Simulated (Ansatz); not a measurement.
# NaF: a single-point run

Wanted: a converged single-point run for NaF, and a check of what comes out. The structure is shown as the input types it.

Program: Ansatz 0.2.0. Level of theory: density functional or hybrid calculation with the settings of its input, plane waves (as first typed). These are calculated values, not measurements.

## (1) The structure to begin with

Symmetry: Fm-3m, No. 225, cubic system. The conventional cell has a = 4.594 Å, b = 4.594 Å, c = 4.594 Å, α = 90.00°, β = 90.00°, γ = 90.00°. Na (site symmetry m-3m) is surrounded by 6 F at 2.30 Å. Around F (site symmetry m-3m) lie 6 Na at 2.30 Å.

Structure file:

```cif
data_structure
_symmetry_space_group_name_H-M 'Fm-3m'
_symmetry_Int_Tables_number 225
_cell_length_a 4.5943
_cell_length_b 4.5943
_cell_length_c 4.5943
_cell_angle_alpha 90.000
_cell_angle_beta 90.000
_cell_angle_gamma 90.000
_cell_volume 96.98
loop_
_atom_site_label
_atom_site_type_symbol
_atom_site_symmetry_multiplicity
_atom_site_Wyckoff_symbol
_atom_site_fract_x
_atom_site_fract_y
_atom_site_fract_z
_atom_site_occupancy
Na1 Na 4 a 0.00000 0.00000 0.00000 1
F1 F 4 b 0.50000 0.00000 0.00000 1
```

## (2) Input and run

File input.yaml:

```yaml
crystal:
  lattice:
    - [0.0, 2.2971680799, 2.2971680799]
    - [2.2971680799, 0.0, 2.2971680799]
    - [2.2971680799, 2.2971680799, 0.0]
  atoms:
    - { symbol: Na, position: [0.0, 0.0, 0.0] }
    - { symbol: F, position: [0.5, 0.5, 0.5] }
kpoints:
  mp_grid: { grid: [6, 6, 6] }
hamiltonian:
  xc: pbe
scf:
  occupations: { method: fixed }
  n_extra_bands: 4
  mixing: { beta: 0.005 }
  max_iter: 63
output:
  forces: true
  stress: true
  eigenvalues: true
```

The run is started by

```
$ ansatz run input.yaml --threads 4 --pin off --max-ram 3686MiB --backend cpu --events-out ev --progress --plain --runs-dir out
```

What happens when this is run?

The run converged and reported no error. That alone doesn't make the input a sound one.

Look at the input: scf.mixing.beta is 0.005. What could go wrong: mixing too weak. Here it converged all the same; such a setting changes the road, not the converged state.

The test: delete scf.mixing.beta (the default then holds).
